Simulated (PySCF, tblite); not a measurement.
# C5H14SSi2: geometry, infrared bands and NMR shifts

What infrared bands and NMR shifts should C5H14SSi2 (`C=CC[SiH2][C@H]([SiH3])SC`) show?

The runs use tblite 0.8.0 and PySCF 2.14.0, with density-fitted response routines of our own; the level of theory stands in each step. All values are computed, except where a source is named. Atoms are numbered from 0 throughout.

## 1. The molecule as given

22 atoms, charge 0, multiplicity 1; geometry from: force field or distance geometry start.

Bonds of the start (Å): C0–C1 1.35, C1–C2 1.49, C2–Si3 1.89, Si3–C4 1.86, C4–Si5 1.89, C4–S6 1.82, S6–C7 1.83, C0–H8 1.10, C0–H9 1.07, C1–H10 1.09, C2–H11 1.11, C2–H12 1.08, Si3–H13 1.48, Si3–H14 1.47, C4–H15 1.10, Si5–H16 1.49, Si5–H17 1.47, Si5–H18 1.45, C7–H19 1.11, C7–H20 1.10, C7–H21 1.10.

## 2. Geometry optimisation with GFN2-xTB

The job: settings as JSON, then the geometry in Å.

```
{"job": {"kind": "relax", "xc": "GFN2-xTB", "basis": "xTB"}, "charge": 0, "multiplicity": 1}
C      3.941500     0.681100    -0.126300
C      2.926300     0.264600     0.657400
C      1.898900    -0.605500     0.024700
Si     0.267400     0.329700     0.197000
C     -1.123600    -0.740500     0.809000
Si    -1.841500    -1.557700    -0.741300
S     -2.423500     0.382100     1.403100
C     -3.044500     1.280800    -0.060900
H      3.891900     0.350400    -1.172200
H      4.734100     1.303600     0.229100
H      2.892800     0.532800     1.718000
H      1.812000    -1.577500     0.552100
H      2.077400    -0.698100    -1.041500
H      0.395800     1.469600     1.138000
H     -0.080800     0.862000    -1.128700
H     -0.829700    -1.505500     1.549800
H     -1.722600    -0.550900    -1.833200
H     -1.093700    -2.779800    -1.053500
H     -3.246300    -1.783900    -0.465100
H     -3.988300     0.808700    -0.398300
H     -3.183100     2.343700     0.179500
H     -2.270600     1.209700    -0.838500
```

Run with:

```bash
$ OMP_NUM_THREADS=1 python probes_run.py task.json out
```

The driver reads the jobs from task.json and runs them one after another.

**Question.** This job is followed by: GFN2-xTB harmonic vibrations, gas phase; GIAO PBE0/pcSseg-1 NMR shielding, non-relativistic, gas phase. Predict these results of the whole session: strongest single infrared mode (GFN2-xTB); zero-point energy (GFN2-xTB); 13C shifts against TMS (PBE0/pcSseg-1); 1H shifts against TMS (PBE0/pcSseg-1, means over atoms taken as alike); 29Si shifts against TMS (PBE0/pcSseg-1); 33S shifts against CS2 (PBE0/pcSseg-1).

The runs gave:

| quantity | value |
| --- | --- |
| strongest single infrared mode (GFN2-xTB) | 776 cm⁻¹, 398 km/mol |
| zero-point energy (GFN2-xTB) | 103.1 kcal/mol |
| 13C shifts against TMS (PBE0/pcSseg-1) | 142.0, 119.8, 25.5, 17.1, 7.5 ppm |
| 1H shifts against TMS (PBE0/pcSseg-1, means over atoms taken as alike) | 6.11, 5.30, 5.17, 4.35, 4.25, 4.17, 2.13, 1.79, 1.64, 0.88 ppm |
| 29Si shifts against TMS (PBE0/pcSseg-1) | -35.9, -62.8 ppm |
| 33S shifts against CS2 (PBE0/pcSseg-1) | -19 ppm |

**Reading.** Over 193 steps the energy fell by 0.765 eV; of the close pairs, Si3–C4 changed most, 1.859 to 1.906 Å. No mode is imaginary among the 60: a minimum at this level. GFN2-xTB is a fitted tight-binding method: band positions and strengths are rough. Its intensities can rank the bands wrongly. C1 (alkene CH) lies farthest downfield among carbon, at 142.0 ppm; an sp2 carbon of a C=C bond. The most deshielded hydrogen is H10 (hydrogen on an alkene CH), at 6.11 ppm: attached to an sp2 carbon and in the plane of the double bond. At PBE0/pcSseg-1: Shielding is most anisotropic at S6 (span 317 ppm, paramagnetic term -533 ppm).
